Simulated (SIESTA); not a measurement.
# In in SIESTA: convergence with vacuum

Input of the first run (vacuum 6); the others differ in this setting and in those tied to it:

The input In.fdf:

```
SystemName                      In
SystemLabel                     In
NumberOfSpecies                 1
NumberOfAtoms                   5
%block ChemicalSpeciesLabel
  1  49 In
%endblock ChemicalSpeciesLabel

LatticeConstant                 1.0 Ang
%block LatticeVectors
     3.3354847820     0.0000000000     0.0000000000
    -1.6677423910     2.8886145552     0.0000000000
     0.0000000000     0.0000000000    17.0183000000
%endblock LatticeVectors
AtomicCoordinatesFormat         Fractional
%block AtomicCoordinatesAndAtomicSpecies
     0.6666666700     0.3333333400     0.1762808271  1  In
     0.3333333300     0.6666666600     0.3381402055  1  In
     0.6666666700     0.3333333400     0.4999995840  1  In
     0.3333333300     0.6666666600     0.6618589624  1  In
     0.6666666700     0.3333333400     0.8237183408  1  In
%endblock AtomicCoordinatesAndAtomicSpecies

%block kgrid.MonkhorstPack
    7   0   0  0.0
    0   7   0  0.0
    0   0   1  0.0
%endblock kgrid.MonkhorstPack
XC.Functional                   LDA
XC.Authors                      PW92
PAO.BasisSize                   DZP
PAO.EnergyShift                 0.003 Ry
Mesh.Cutoff                     500 Ry
OccupationFunction              FD
ElectronicTemperature           0.05 eV
Slab.DipoleCorrection           vacuum
MaxSCFIterations                120
SCF.MustConverge                false
SCF.Mixer.Method                Pulay
SCF.Mixer.Weight                0.25
SCF.Mixer.History               8
SCF.DM.Tolerance                5.0e-05
SCF.H.Tolerance                 1.0e-03 eV
WriteForces                     true
Charge.Mulliken                 end
%block PAO.Basis
  In 4
  n=5 0 2
    6.941 0.000
  n=5 1 2
    9.500 0.000
  n=4 2 2
    4.114 0.000
  n=5 2 1
    9.500
%endblock PAO.Basis
```

Potentials or basis: PseudoDojo 0.4 standard (LDA files), DZP (energy shift 0.003 Ry; two zetas on semicore shells).

Launch:

```sh
$ siesta < In.fdf > In.out 2>&1
```

The slab is cut from a database's or a generator's crystal, which needn't be the stable form of the element.

Hardware: 1 thread of Arm Neoverse V2, with other jobs on the host.

| vacuum | energy less the tightest run, at zero smearing (meV/atom) | largest force (eV/Å) | SCF cycles | CPU time (s) | peak memory (GiB) |
| --- | --- | --- | --- | --- | --- |
| 6 | -11.46 | 0.235 | 12 | 120 | 0.52 |
| 8 | -0.79 | 0.264 | 12 | 120 | 0.51 |
| 10 | 0.00 | 0.272 | 13 | 130 | 0.52 |
| 12 | 0.00 | 0.272 | 13 | 130 | 0.53 |
| 15 | 0.00 | 0.272 | 13 | 130 | 0.53 |
| 20 | 0.00 | 0.272 | 13 | 130 | 0.54 |

Against the tightest run, the energy stays within 1 meV/atom from 8 on; the largest force stays within 0.005 eV/Å from 10 on. The tightest run that finished is the yardstick and may itself not be fully converged.
